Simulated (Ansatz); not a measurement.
# ClH7OSi3: the cost of one run

Program: Ansatz 0.2.0. Level of theory: RKS revPBE/STO-3G. These are calculated values, not measurements.

### 1 The system as given

Bond lengths: Si1–O2 1.680 Å, O2–H3 1.010 Å, Si1–Si4 2.220 Å, Si4–H5 1.460 Å, Si4–H6 1.460 Å, Si4–H7 1.460 Å, Si1–Si8 2.218 Å, Si8–H9 1.460 Å, Si8–H10 1.460 Å, Si8–H11 1.460 Å, Si1–Cl12 2.128 Å. Angles (14 of 19 angles, heavy atoms first): O2–Si1–Si4 109.5°, O2–Si1–Si8 109.5°, O2–Si1–Cl12 109.5°, Si4–Si1–Si8 109.5°, Si4–Si1–Cl12 109.5°, Si8–Si1–Cl12 109.5°, Si1–O2–H3 109.5°, Si1–Si4–H5 109.5°, Si1–Si4–H6 109.5°, Si1–Si4–H7 109.5°, Si1–Si8–H9 109.5°, Si1–Si8–H10 109.5°, Si1–Si8–H11 109.5°, H5–Si4–H6 109.4°.

Coordinates:

```xyz
12

Si    0.0000    0.0000    0.0000
O     0.0000    0.0000    1.6800
H    -0.9095   -0.2814    2.0171
Si    2.0935    0.0000   -0.7393
H     2.5508   -1.3762   -0.9079
H     2.1573    0.6939   -2.0222
H     2.9510    0.6823    0.2255
Si   -1.0456    1.8115   -0.7393
H    -2.4302    1.4780   -1.0607
H    -1.0215    2.8436    0.2931
H    -0.3743    2.3069   -1.9374
Cl   -1.0032   -1.7381   -0.7093
```

### 2 Preparing the start

input.yaml reads:

```yaml
crystal:
  periodic: [false, false, false]
  atoms:
    - { symbol: Si, position_ang: [0.0, 0.0, 0.0] }
    - { symbol: O, position_ang: [0.0, 0.0, 1.68] }
    - { symbol: H, position_ang: [-0.9095, -0.2814, 2.0171] }
    - { symbol: Si, position_ang: [2.0935, 0.0, -0.7393] }
    - { symbol: H, position_ang: [2.5508, -1.3762, -0.9079] }
    - { symbol: H, position_ang: [2.1573, 0.6939, -2.0222] }
    - { symbol: H, position_ang: [2.951, 0.6823, 0.2255] }
    - { symbol: Si, position_ang: [-1.0456, 1.8115, -0.7393] }
    - { symbol: H, position_ang: [-2.4302, 1.478, -1.0607] }
    - { symbol: H, position_ang: [-1.0215, 2.8436, 0.2931] }
    - { symbol: H, position_ang: [-0.3743, 2.3069, -1.9374] }
    - { symbol: Cl, position_ang: [-1.0032, -1.7381, -0.7093] }
basis:
  gaussian: { orbitals: STO-3G }
hamiltonian:
  xc: revpbe
relax:
  f_tol: 0.02
  max_steps: 40
```

On the command line:

```
$ ansatz run input.yaml --threads 1 --pin off --max-ram 2048MiB --backend cpu --events-out ev --progress --plain --runs-dir out
```

Q: Estimate wall time and peak memory on 1 thread of Intel Xeon Platinum 8259CL at 2.50GHz (Skylake/Cascade Lake), shared host.

About 81 s, with a peak of 0.15 GiB.
